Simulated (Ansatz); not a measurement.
# F2GeH4Sn: the cost of one run

All numbers are computed with Ansatz 0.2.0 through its Python package. Level of theory: Hartree-Fock/def2-SVP.

### Step 1. Starting point

Bond lengths: F1–Sn2 1.991 Å, Sn2–F3 1.943 Å, Sn2–Ge4 2.523 Å, Sn2–H5 1.741 Å, Ge4–H6 1.584 Å, Ge4–H7 1.544 Å, Ge4–H8 1.565 Å. Angles: F1–Sn2–F3 109.1°, F1–Sn2–Ge4 111.6°, F1–Sn2–H5 109.0°, F3–Sn2–Ge4 108.3°, F3–Sn2–H5 109.6°, Ge4–Sn2–H5 109.3°, Sn2–Ge4–H6 111.6°, Sn2–Ge4–H7 112.0°, Sn2–Ge4–H8 110.1°, H6–Ge4–H7 107.7°, H6–Ge4–H8 107.2°, H7–Ge4–H8 108.1°.

The script holds or builds the structure itself.

### Step 2. The code

Contents of ip_f2geh4sn.py:

```python
'''Vertical ionisation energy of F2GeH4Sn.'''

import ansatz

BASIS_SET = 'def2-SVP'
FUNCTIONAL = 'hf'


def energy(molecule, charge=0, unpaired=0):
    calc = molecule.calculation().basis(gaussian=BASIS_SET).functional(FUNCTIONAL)
    if charge:
        calc = calc.charge(charge)
    if unpaired:
        calc = calc.spin('collinear', total=unpaired)
    report = calc.run(threads=1, pin='off').report
    if report['published_state_doubts']:
        print('  doubts:', report['published_state_doubts'])
    return report['free_energy_ev']

GEOMETRY = '''
F     1.41920   -2.13830    0.83280
Sn    1.20630   -0.30630    0.08190
F     1.96310   -0.26040   -1.70740
Ge   -1.22320    0.35770   -0.07040
H     2.04810    0.82640    1.10110
H    -1.92430    0.32930    1.34920
H    -1.39850    1.77720   -0.65220
H    -1.99860   -0.64280   -0.99070
'''

system = ansatz.Crystal.molecule()
for line in GEOMETRY.strip().splitlines():
    symbol, *xyz = line.split()
    system = system.atom(symbol, [float(v) for v in xyz])

# total-energy differences at one geometry
parent = energy(system, 0, 0)
cation = energy(system, 1, 1)
print(f'E(N)   = {parent:.5f} eV')
print(f'E(N-1) = {cation:.5f} eV  (1 unpaired)')
print(f'vertical ionisation energy {cation - parent:.3f} eV')
```

### Step 3. The input behind the calls

The package turns the script's settings into the engine's input (first run):

```yaml
crystal:
  periodic: [false, false, false]
  atoms:
    - { symbol: F, position_ang: [1.4192, -2.1383, 0.8328] }
    - { symbol: Sn, position_ang: [1.2063, -0.3063, 0.0819] }
    - { symbol: F, position_ang: [1.9631, -0.2604, -1.7074] }
    - { symbol: Ge, position_ang: [-1.2232, 0.3577, -0.0704] }
    - { symbol: H, position_ang: [2.0481, 0.8264, 1.1011] }
    - { symbol: H, position_ang: [-1.9243, 0.3293, 1.3492] }
    - { symbol: H, position_ang: [-1.3985, 1.7772, -0.6522] }
    - { symbol: H, position_ang: [-1.9986, -0.6428, -0.9907] }
basis:
  gaussian:
    orbitals: def2-SVP
hamiltonian:
  xc: hf
```

### Step 4. The run

Started as:

```bash
$ python ip_f2geh4sn.py
```

Q: Estimate wall time and peak memory on 1 thread of AMD EPYC 7B13 (Zen 3), shared host.

About 12 s, with a peak of 0.43 GiB.
